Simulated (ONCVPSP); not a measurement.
# Pseudopotential generation for Mo: ONCV, PBE

Aim: build the potential from the settings below, then test how well it stands in for the atom: other configurations, scattering, ghost states and the plane-wave cutoff that it needs.

The numbers are computed with ONCVPSP 4.0.1.1 (patched build) (PBE, scalar-relativistic, spin-unpolarised reference atom).

### 1 The atom and the settings

Typed settings, in words:

```
element                 : molybdenum (Mo, Z = 42)
type                    : optimised norm-conserving Vanderbilt (ONCV)
frozen core             : [Ar] 3d10
valence charge          : 14
reference configuration : 4s2 4p6 4d5 (charge +1)
partial waves           : 4s: rc 1.05 bohr, ncon 4, nbas 7, qcut 6.4 1/bohr, 3 projectors, debl 3.4 Ha; 4p: rc 1.60 bohr, ncon 4, nbas 9, qcut 7.3 1/bohr, 2 projectors, debl 3.3 Ha; 4d: rc 2.15 bohr, ncon 4, nbas 9, qcut 7.8 1/bohr, 2 projectors, debl 1.2 Ha
local potential         : polynomial inside 0.70 bohr (lpopt 2, dvloc0 -1 Ha)
core correction         : Teter function, parameters optimised by the program
```

An earlier all-electron run gives the scale for the radii.

All-electron outer shells of the reference configuration (PBE, scalar-relativistic, ld1.x):

```json
{"shell": "4s", "level (eV)": "-71.11", "outermost node (bohr)": "0.51", "outermost maximum (bohr)": "0.99"}
{"shell": "4p", "level (eV)": "-45.29", "outermost node (bohr)": "0.52", "outermost maximum (bohr)": "1.08"}
{"shell": "4d", "level (eV)": "-10.41", "outermost node (bohr)": "0.53", "outermost maximum (bohr)": "1.38"}
{"shell": "5s", "level (eV)": "-9.83", "outermost node (bohr)": "1.34", "outermost maximum (bohr)": "2.79"}
{"shell": "5p", "level (eV)": "-5.91", "outermost node (bohr)": "1.53", "outermost maximum (bohr)": "3.53"}
```

### 2 Generating the potential

File Mo.dat:

```
# ATOM AND REFERENCE CONFIGURATION
# atsym  z   nc   nv     iexc    psfile
  Mo 42.00    6    3        4      upf
#
#   n    l    f
    1    0    2.00
    2    0    2.00
    2    1    6.00
    3    0    2.00
    3    1    6.00
    3    2   10.00
    4    0    2.00
    4    1    6.00
    4    2    5.00
#
# PSEUDOPOTENTIAL AND OPTIMIZATION
# lmax
    2
#
#   l,   rc,      ep,       ncon, nbas, qcut
    0    1.05    0.00    4    7    6.40
    1    1.60    0.00    4    9    7.30
    2    2.15    0.00    4    9    7.80
#
# LOCAL POTENTIAL
# lloc, lpopt,  rc(5),   dvloc0
    4    2    0.70   -1.00
#
# VANDERBILT-KLEINMAN-BYLANDER PROJECTORs
# l, nproj, debl
    0    3    3.40
    1    2    3.30
    2    2    1.20
#
# MODEL CORE CHARGE
# icmod, fcfact, rcfact
    4    0.45    0.00
#
# LOG DERIVATIVE ANALYSIS
# epsh1, epsh2, depsh
   -4.00    5.00    0.02
#
# OUTPUT GRID
# rlmax, drl
    6.00    0.01
#
# TEST CONFIGURATIONS
# ncnf
    4
# nvcnf
#   n    l    f
    4
    4    0    2.00
    4    1    6.00
    4    2    5.00
    5    0    1.00
#
    3
    4    0    2.00
    4    1    6.00
    4    2    4.00
#
    3
    4    0    2.00
    4    1    6.00
    4    2    3.00
#
    4
    4    0    2.00
    4    1    6.00
    4    2    5.50
    5    0    0.50
#
```

Launch:

```sh
$ oncvpsp.x < Mo.dat > Mo.out
```

Q: Predict the outcome of this session. Wanted: cutoffs for 1 and 0.1 mHa per electron, occupied waves; bound ghosts; GHOST(+) flags; largest test error; largest phase difference near zero energy, channels read; rms error of d²Exc/dn², without and with the model core.

As calculated:

| quantity | value |
| --- | --- |
| cutoffs for 1 and 0.1 mHa per electron, occupied waves | 68 Ha and 97 Ha |
| bound ghosts | s at -427.50 eV |
| GHOST(+) flags | s at 580 eV, s at 1635 eV (1 near or above the test basis's cutoff) |
| largest test error (AE − PS) | +8.4 meV, for 4s2 4p6 4d3 |
| largest phase difference near zero energy, channels read | 0.000 rad |
| rms error of d²Exc/dn², without and with the model core | 2.58 and 0.28 mHa |

In words: A bound ghost (s) makes it unfit for use: electrons can fall into a state that the atom doesn't have. By total energies transferability is good: the largest error is 8.4 meV on 42.2 eV, for 4s2 4p6 4d3. Atomic tests can pass in spite of a ghost, since they solve only for the levels asked. The potential is very hard: the looser tolerance needs 68 Ha. At the looser tolerance the 4s wave is the slowest; 4d needs 18 Ha. Near zero energy the phases of the channels with partial waves agree within 0.001 rad. The program also flags highly localised states, GHOST(+) (s).
